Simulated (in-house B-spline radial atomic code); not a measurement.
**Cs⁴²⁺: excited configurations**

Aim: the energies of several excited configurations of Cs⁴²⁺ above a reference configuration, each from its own self-consistent run.

The numbers are computed with in-house B-spline radial atomic code version 1 (Dirac-Hartree-Fock, average of configuration, Fermi nucleus, basis-set limit), except any that are marked as measured or tabulated.

## 1. The atom as given

* element: caesium (Z = 55)
* charge: +42
* electrons: 13
* configuration: [Ne] 3s2 3p1
* Hamiltonian: Dirac-Coulomb
* nucleus: Fermi, rms radius 4.804 fm

Outer shells as boxes (Hund's rule):

[Ne] 3s2 3p1
```
[Ne] core
3s [↑↓]
3p [↑ ][  ][  ]
```

The boxes draw the filling by Hund's rule, which heavy ions in jj coupling don't follow; these runs average over all states of the configuration.

The run's settings:

```ini
Z = 55
electrons = 13.0
configuration = [Ne] 3s2 3p1
hamiltonian = dirac
method = hf
spin_polarised = False
nucleus = fermi
rms_radius = 4.8041
mass_number = 133
atomic_mass = 132.905451958
speed_of_light = 137.035999084
```

This reference run was done before. Its total energy is -6160.484961 hartree, and its levels are (the highest eight at most):

| orbital | occupation | energy (eV) | <r> (bohr) |
| --- | --- | --- | --- |
| 1s1/2 | 2 | -38908.4 | 0.02608 |
| 2s1/2 | 2 | -8341.91 | 0.1096 |
| 2p1/2 | 2 | -8013.20 | 0.09242 |
| 2p3/2 | 4 | -7647.82 | 0.09797 |
| 3s1/2 | 2 | -3313.62 | 0.2666 |
| 3p1/2 | 0.333333 | -3217.19 | 0.2526 |
| 3p3/2 | 0.666667 | -3125.23 | 0.2608 |

## 2. Run with [He] 2s2 2p5 3s2 3p1 4f1

The run's settings:

```ini
Z = 55
electrons = 13.0
configuration = [He] 2s2 2p5 3s2 3p1 4f1
hamiltonian = dirac
method = hf
spin_polarised = False
nucleus = fermi
rms_radius = 4.8041
mass_number = 133
atomic_mass = 132.905451958
speed_of_light = 137.035999084
```

## 3. Configuration [Ne] 3s1 3p1 5s1

The settings differ from step 2 so:

```diff
@@ -2,3 +2,3 @@
 electrons = 13.0
-configuration = [He] 2s2 2p5 3s2 3p1 4f1
+configuration = [Ne] 3s1 3p1 5s1
 hamiltonian = dirac
```

## 4. Configuration [He] 2s2 2p5 3s2 3p1 5p1

The settings differ from step 3 so:

```diff
@@ -2,3 +2,3 @@
 electrons = 13.0
-configuration = [Ne] 3s1 3p1 5s1
+configuration = [He] 2s2 2p5 3s2 3p1 5p1
 hamiltonian = dirac
```

## 5. Run with [Ne] 3s2 3d1

The settings differ from step 4 so:

```diff
@@ -2,3 +2,3 @@
 electrons = 13.0
-configuration = [He] 2s2 2p5 3s2 3p1 5p1
+configuration = [Ne] 3s2 3d1
 hamiltonian = dirac
```

## 6. Configuration [Ne] 3s2 6f1

The settings differ from step 5 so:

```diff
@@ -2,3 +2,3 @@
 electrons = 13.0
-configuration = [Ne] 3s2 3d1
+configuration = [Ne] 3s2 6f1
 hamiltonian = dirac
```

**Question.** How far above the reference does each configuration lie (order and size, in eV)?

As calculated:

| net move | configuration | energy above the reference (eV) | with Breit, QED, recoil (eV) | largest <r> (bohr) |
| --- | --- | --- | --- | --- |
| 3p → 3d | [Ne] 3s2 3d1 | 197.13 | 195.53 | 0.267 |
| 3s → 5s | [Ne] 3s1 3p1 5s1 | 2202.99 | 2199.99 | 0.790 |
| 3p → 6f | [Ne] 3s2 6f1 | 2449.93 | 2447.34 | 1.10 |
| 2p → 4f | [He] 2s2 2p5 3s2 3p1 4f1 | 6166.80 | 6155.69 | 0.408 |
| 2p → 5p | [He] 2s2 2p5 3s2 3p1 5p1 | 6684.02 | 6673.39 | 0.793 |

Quantum defects of the promoted electron, δ = n − ζ/√(−2ε) with ζ = 43 and ε its orbital energy in hartree:

| promotion | δ |
| --- | --- |
| 3s → 5s | 0.325 |
| 3p → 6f | 0.029 |
| 2p → 4f | 0.032 |
| 2p → 5p | 0.274 |

At the bottom stands 3p → 3d (197.13 eV), at the top 2p → 5p (6684.02 eV). 2 of them lie more than 2 % above the ionisation threshold that Koopmans' theorem gives (3125.23 eV), where such states can decay by emitting an electron. Of those tabulated, the defect is largest for 5s (0.33) and least for 6f (0.03); at this charge much of the defect is relativistic. Two partly filled shells share a symmetry and can mix in the average, which may lower the energy, for: 3s → 5s; 2p → 4f; 2p → 5p. These are averages over configurations, without correlation, not spectroscopic levels.
